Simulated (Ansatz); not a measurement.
# CdTe: the cost of one run

Computed with Ansatz 0.2.0 (DFT PBE, scalar-relativistic, plane waves, PAW, and further levels as typed in the inputs, unless a step's input says otherwise).

### 1 The starting structure

It takes space group R3m (No. 160, trigonal). The conventional cell has a = 4.571 Å, b = 4.571 Å, c = 11.282 Å, α = 90.00°, β = 90.00°, γ = 120.00°. Cd (site symmetry 3m) has 4 Te at 2.80 to 2.82 Å as nearest neighbours. Around Te (site symmetry 3m) lie 4 Cd at 2.80 to 2.82 Å.

As a file:

```cif
data_structure
_symmetry_space_group_name_H-M 'R3m:H'
_symmetry_Int_Tables_number 160
_cell_length_a 4.5713
_cell_length_b 4.5713
_cell_length_c 11.2815
_cell_angle_alpha 90.000
_cell_angle_beta 90.000
_cell_angle_gamma 120.000
_cell_volume 204.16
loop_
_atom_site_label
_atom_site_type_symbol
_atom_site_symmetry_multiplicity
_atom_site_Wyckoff_symbol
_atom_site_fract_x
_atom_site_fract_y
_atom_site_fract_z
_atom_site_occupancy
Cd1 Cd 3 a 0.00000 0.00000 0.00000 1
Te1 Te 3 a 0.66667 0.33333 0.08333 1
```

### 2 Relaxing the atoms: CdTe, no spin

Contents of input.yaml:

```yaml
crystal:
  lattice:
    - [0.0162025, 3.24860125, 3.24860125]
    - [3.24860125, 0.0162025, 3.24860125]
    - [3.24860125, 3.24860125, 0.0162025]
  atoms:
    - { symbol: Cd, position: [0.0, 0.0, 0.0] }
    - { symbol: Te, position: [0.25, 0.25, 0.25] }
scf:
  occupations: { method: gaussian, width: 0.01 }
output:
  forces: true
  stress: true
hamiltonian:
  xc: pbe
kpoints:
  mp_grid: { grid: [8, 8, 8] }
relax:
  f_tol: 0.0005
```

Started as:

```bash
> ansatz run input.yaml --threads 8 --pin off --max-ram 12288MiB --backend cpu --events-out ev --progress --plain --runs-dir out
```

Q: Estimate wall time and peak memory on 8 threads of Intel Xeon 6975P-C (Granite Rapids), shared host.

About 2.5 s, with a peak of 0.54 GiB.
